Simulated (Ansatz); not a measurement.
# CH7BN2O: a ladder of functionals and wavefunction methods

An exercise on one series of results from a longer session: the logs are not shown, and one member is left open.

The runs use Ansatz 0.2.0, Gaussian basis; functionals in def2-TZVPP, the program's frozen cores in correlated methods.

Plan: LDA (SPW92), PBE-D4, revPBE-D4, BLYP-D4, r2SCAN-D4, B97M-V, PBE0-D4, B3LYP-D4, r2SCANh-D4, r2SCAN0-D4, HSE06-D4, BHLYP-D4, CAM-B3LYP-D4, LC-ωPBE, ωB97X-V, ωB97M-V, B2PLYP, PBE-QIDH; CCSD(T)/def2-SVP; CCSD(T)/def2-TZVPP; MP2/def2-QZVPP; extrapolation to the limit; RPA on PBE.

**Structure used throughout**

The geometry comes from an earlier relaxation with PBE0-D4 in a triple-zeta def2 set; it is a stationary point, not always the lowest conformer.

12 atoms, charge 0, spin multiplicity 1.

Atoms are counted from 1 here; the program's logs count them from 0.

Bond lengths: B1–C2 1.618 Å, B1–N3 1.611 Å, B1–H6 1.211 Å, B1–H7 1.211 Å, C2–N4 1.345 Å, C2–O5 1.241 Å, N3–H8 1.012 Å, N3–H9 1.012 Å, N3–H12 1.049 Å, N4–H10 1.006 Å, N4–H11 1.003 Å. Angles: C2–B1–N3 99.9°, C2–B1–H6 112.2°, C2–B1–H7 112.5°, N3–B1–H6 109.5°, N3–B1–H7 109.7°, H6–B1–H7 112.4°, B1–C2–N4 120.1°, B1–C2–O5 119.9°, N4–C2–O5 120.0°, B1–N3–H8 113.9°, B1–N3–H9 113.9°, B1–N3–H12 99.8°, H8–N3–H9 108.7°, H8–N3–H12 110.2°, H9–N3–H12 110.0°, C2–N4–H10 119.9°, C2–N4–H11 120.5°, H10–N4–H11 119.5°.

The first run:

Contents of in.yaml:

```yaml
crystal:
  periodic: [false, false, false]
  atoms:
    - {symbol: B, position_ang: [-0.726172, -0.352197, 0.008814]}
    - {symbol: C, position_ang: [0.668843, 0.277389, -0.515667]}
    - {symbol: N, position_ang: [-0.541991, -0.149370, 1.595842]}
    - {symbol: N, position_ang: [0.944627, 0.300588, -1.831397]}
    - {symbol: O, position_ang: [1.484035, 0.740705, 0.297914]}
    - {symbol: H, position_ang: [-1.685562, 0.281616, -0.370881]}
    - {symbol: H, position_ang: [-0.824869, -1.532607, -0.242081]}
    - {symbol: H, position_ang: [-1.237458, 0.453555, 2.016344]}
    - {symbol: H, position_ang: [-0.505399, -1.015659, 2.117785]}
    - {symbol: H, position_ang: [1.811550, 0.695713, -2.155942]}
    - {symbol: H, position_ang: [0.291891, -0.072200, -2.495637]}
    - {symbol: H, position_ang: [0.397606, 0.317365, 1.608905]}
basis:
  gaussian: {orbitals: def2-TZVPP}
hamiltonian: {xc: lda}
output: {orbitals: {seedname: orbitals}}
```

The run is started by

```
$ ansatz run in.yaml --threads 4 --pin off --events-out ev --progress --plain --max-ram 10444MiB
```

Among the steps run: LDA; PBE-D4 (GGA); revPBE-D4 (GGA); BLYP-D4 (GGA); r2SCAN-D4 (meta-GGA); B97M-V (meta-GGA); B3LYP-D4 (hybrid); r2SCANh-D4 (hybrid); r2SCAN0-D4 (hybrid); HSE06-D4 (hybrid); BHLYP-D4 (hybrid); CAM-B3LYP-D4 (range-separated); LC-ωPBE (range-separated); ωB97X-V (range-separated); ωB97M-V (range-separated); B2PLYP (double hybrid); PBE-QIDH (double hybrid).

One table of the session follows, with a row left open; its other results are not shown here.

It belongs to the step «Orbital energies across the functionals». 

| functional | HOMO (eV) | LUMO (eV) | gap (eV) |
| --- | --- | --- | --- |
| LDA (SPW92) | -5.47 | -0.41 | 5.05 |
| PBE-D4 | -5.28 | -0.34 | 4.94 |
| revPBE-D4 | -5.20 | -0.30 | 4.90 |
| BLYP-D4 | -5.19 | -0.39 | 4.80 |
| r2SCAN-D4 | -5.53 | 0.31 | 5.84 |
| B97M-V | -5.67 | -0.13 | 5.55 |
| PBE0-D4 | -6.77 | 0.47 | 7.24 |
| B3LYP-D4 | -6.55 | 0.11 | 6.65 |
| r2SCANh-D4 | -6.10 | 0.68 | 6.78 |
| r2SCAN0-D4 | -6.97 | 1.00 | 7.97 |
| HSE06-D4 | -6.36 | 0.11 | 6.47 |
| BHLYP-D4 | ? | ? | ? |
| CAM-B3LYP-D4 | -8.23 | 1.19 | 9.42 |
| LC-ωPBE | -9.52 | 2.50 | 12.02 |
| ωB97X-V | -9.21 | 2.31 | 11.52 |
| ωB97M-V | -9.15 | 1.79 | 10.95 |

**Question.** Estimate the row for BHLYP-D4.

Worked estimate for «HOMO (eV)». Against the share of exact exchange, BLYP-D4 (0, -5.19), B3LYP-D4 (0.2, -6.55) give a slope of -6.80 per unit share; at 0.5 the line stands at -8.59.

As computed: HOMO (eV): -8.25; LUMO (eV): 1.02; gap (eV): 9.28. In «HOMO (eV)» the line misses by -0.34.
